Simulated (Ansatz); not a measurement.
# Y2Be2Pb: the cost of one run

Computed with Ansatz 0.2.0 (DFT PBE, scalar-relativistic, plane waves, PAW, unless a step's input says otherwise).

### Step 1. The starting structure

The structure is tetragonal, space group I4/mmm (No. 139). The conventional cell has a = 4.338 Å, b = 4.338 Å, c = 9.931 Å, α = 90.00°, β = 90.00°, γ = 90.00°. Y (site symmetry -4m2) is surrounded by 4 Be at 2.50 Å. Be (site symmetry 4mm) is surrounded by 1 Be at 2.48 Å and 4 Y at 2.50 Å. Around Pb (site symmetry 4/mmm) lie 8 Y at 3.30 Å and 10 Be at 3.31 to 3.72 Å.

As a file:

```
CELL_PARAMETERS angstrom
-2.16886 2.16886 4.96556
2.16886 -2.16886 4.96556
2.16886 2.16886 -4.96556
ATOMIC_POSITIONS crystal
Y 0.75000 0.25000 0.50000
Y 0.25000 0.75000 0.50000
Be 0.37500 0.37500 0.00000
Be 0.62500 0.62500 0.00000
Pb 0.00000 0.00000 0.00000
```

Recipe of the guess: species swapped into a database cell of YbSi2Ru2 (I4/mmm, No. 139), with Pb on the Yb sites, Be on the Si sites and Y on the Ru sites. Its size is a rough estimate.

### Step 2. The guess as it stands, on a coarse mesh

The input, input.yaml:

```yaml
crystal:
  lattice:
    - [-2.16886439, 2.16886439, 4.96556208]
    - [2.16886439, -2.16886439, 4.96556208]
    - [2.16886439, 2.16886439, -4.96556208]
  atoms:
    - { symbol: "Y", position: [0.75, 0.25, 0.5] }
    - { symbol: "Y", position: [0.25, 0.75, 0.5] }
    - { symbol: Be, position: [0.375, 0.375, 0.0] }
    - { symbol: Be, position: [0.625, 0.625, 0.0] }
    - { symbol: Pb, position: [0.0, 0.0, 0.0] }
basis:
  ecutwfc: 420
kpoints:
  mp_grid: { grid: [6, 6, 6] }
hamiltonian:
  xc: pbe
scf:
  occupations: { method: gaussian, width: 0.1 }
  lower_state_search: "off"
output:
  forces: true
  stress: true
  eigenvalues: true
```

Command:

```console
$ ansatz run input.yaml --threads 1 --pin off --max-ram 2560MiB --backend cpu --events-out ev --progress --plain --runs-dir out
```

What time and memory should one allow on 1 thread of Intel Xeon 6975P-C (Granite Rapids), shared host?

About 2.1 s, with a peak of 0.49 GiB.
